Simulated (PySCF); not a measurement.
**C₃H₇NO₂Si: electronic excitations**

Aim: predict the electronic excitations of C₃H₇NO₂Si (`CC(=O)O/C=N/[SiH3]`).

The runs use PySCF 2.14.0, with density-fitted response routines of our own; the level of theory stands in each step. All values are computed, except where a source is named. Atoms count from 0, in the outputs and in this text.

## Step 1: Starting geometry

14 atoms, charge 0, multiplicity 1; geometry from: GFN2-xTB.

Bonds of the start (Å): C0–C1 1.50, C1–O2 1.19, C1–O3 1.37, O3–C4 1.36, C4–N5 1.24, N5–Si6 1.72, C0–H7 1.09, C0–H8 1.09, C0–H9 1.09, C4–H10 1.10, Si6–H11 1.46, Si6–H12 1.47, Si6–H13 1.46.

## Step 2: Excited states and response: CAM-B3LYP/def2-SVPD

What the job is given:

```
{"job": {"kind": "uv", "xc": "CAM-B3LYP", "basis": "def2-SVPD", "nstates": 8, "ntriplets": 3}, "charge": 0, "multiplicity": 1}
C     -2.928954     0.414336    -0.048720
C     -1.443215     0.529080    -0.254578
O     -0.886186     1.353948    -0.908405
O     -0.822950    -0.471469     0.448743
C      0.517818    -0.684794     0.413796
N      1.320437    -0.097223    -0.322363
Si     3.019354    -0.175551    -0.563905
H     -3.277873    -0.522825    -0.476744
H     -3.152354     0.403469     1.015128
H     -3.429189     1.248330    -0.530717
H      0.741183    -1.476604     1.143042
H      3.479343     1.169004    -0.237384
H      3.711404    -1.168576     0.270041
H      3.150502    -0.521595    -1.975078
```

Method: TDDFT CAM-B3LYP/def2-SVPD, vertical, gas phase, core orbitals frozen in the response.

On the command line:

```
$ OMP_NUM_THREADS=1 python probes_run.py task.json out
```

The driver reads the jobs from task.json and runs them one after another.

What will the session give for the following? lowest singlet (CAM-B3LYP/def2-SVPD); brightest single state of those computed; lowest triplet. Wanted: lowest singlet; brightest single state of those computed; lowest triplet.

**Answer**, as computed:

| quantity | value |
| --- | --- |
| lowest singlet (CAM-B3LYP/def2-SVPD) | 4.49 eV (276 nm), f = 0.000 |
| brightest single state of those computed | state 4, 7.01 eV, f = 0.366 |
| lowest triplet | 4.00 eV |

The first singlet state (HOMO→LUMO 0.92) lies at 4.49 eV and is dark; of the 8 states computed, the strongest absorption comes from state 4 at 7.01 eV. The lowest triplet lies 0.49 eV below the lowest singlet (triplets in Tamm-Dancoff, singlets in full TDDFT).
